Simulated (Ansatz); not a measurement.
# C₂H₇NZn: small, medium and large basis sets

One table from this session's results is given with a row withheld; the runs are named, their logs left out.

Method: one geometry, several basis sets; program: Ansatz 0.2.0, Gaussian basis.

The runs, in order: PBE0-D4/def2-SVP; ωB97M-V/def2-SVP; PBE0-D4/def2-QZVPP; ωB97M-V/def2-QZVPP; the functionals' def2-TZVPP values are taken from earlier runs.

### The geometry

All runs share one geometry, relaxed beforehand with PBE0-D4 in a triple-zeta def2 set.

SMILES `C[CH2][Zn][NH2]`, 11 atoms, charge 0, spin multiplicity 1.

Atoms are counted from 1 here; the program's logs count them from 0.

Bond lengths: C1–C2 1.528 Å, C1–H5 1.093 Å, C1–H6 1.095 Å, C1–H7 1.093 Å, C2–Zn3 1.940 Å, C2–H8 1.096 Å, C2–H9 1.096 Å, Zn3–N4 1.823 Å, N4–H10 1.010 Å, N4–H11 1.010 Å. Angles: C2–C1–H5 112.0°, C2–C1–H6 111.7°, C2–C1–H7 112.0°, H5–C1–H6 107.0°, H5–C1–H7 106.9°, H6–C1–H7 107.0°, C1–C2–Zn3 115.5°, C1–C2–H8 110.1°, C1–C2–H9 110.1°, Zn3–C2–H8 107.5°, Zn3–C2–H9 107.6°, H8–C2–H9 105.4°, C2–Zn3–N4 176.2°, Zn3–N4–H10 119.3°, Zn3–N4–H11 119.3°, H10–N4–H11 108.3°.

Set-up of the first run:

Input file in.yaml:

```yaml
crystal:
  periodic: [false, false, false]
  atoms:
    - {symbol: C, position_ang: [-1.162323, 1.285469, 0.540692]}
    - {symbol: C, position_ang: [-0.395164, 0.047762, 1.002205]}
    - {symbol: Zn, position_ang: [0.723665, -0.792102, -0.341565]}
    - {symbol: N, position_ang: [1.806949, -1.662718, -1.521239]}
    - {symbol: H, position_ang: [-1.838442, 1.061564, -0.288677]}
    - {symbol: H, position_ang: [-1.772536, 1.708130, 1.346275]}
    - {symbol: H, position_ang: [-0.491631, 2.077965, 0.198265]}
    - {symbol: H, position_ang: [-1.092674, -0.711462, 1.372844]}
    - {symbol: H, position_ang: [0.244474, 0.297435, 1.855918]}
    - {symbol: H, position_ang: [2.648660, -1.209843, -1.846544]}
    - {symbol: H, position_ang: [1.394423, -2.159398, -2.297473]}
basis:
  gaussian: {orbitals: def2-SVP}
hamiltonian: {xc: pbe0, dispersion: d4}
output: {orbitals: {seedname: orbitals}}
```

On the command line:

```
$ ansatz run in.yaml --threads 4 --pin off --events-out ev --progress --plain --max-ram 10444MiB
```

Among the steps run: PBE0-D4 in def2-SVP; ωB97M-V in def2-SVP; PBE0-D4 in def2-QZVPP; ωB97M-V in def2-QZVPP.

One of the session's tables, all rows but one given; the rest of the session is left out.

It belongs to the step «Density functionals: the series». 

| functional | basis | HOMO (eV) | LUMO (eV) |
| --- | --- | --- | --- |
| PBE0-D4 | def2-SVP | -6.05 | 0.30 |
| PBE0-D4 | def2-TZVPP | -6.56 | 0.00 |
| PBE0-D4 | def2-QZVPP | -6.60 | -0.23 |
| ωB97M-V | def2-SVP | -8.45 | 1.58 |
| ωB97M-V | def2-TZVPP | ? | ? |
| ωB97M-V | def2-QZVPP | -8.99 | 0.83 |

**Question.** Estimate the row for ωB97M-V, def2-TZVPP.

The run gave: HOMO (eV): -8.94; LUMO (eV): 1.31. In the column «HOMO (eV)» it lies between ωB97M-V, def2-QZVPP (-8.99) and ωB97M-V, def2-SVP (-8.45).
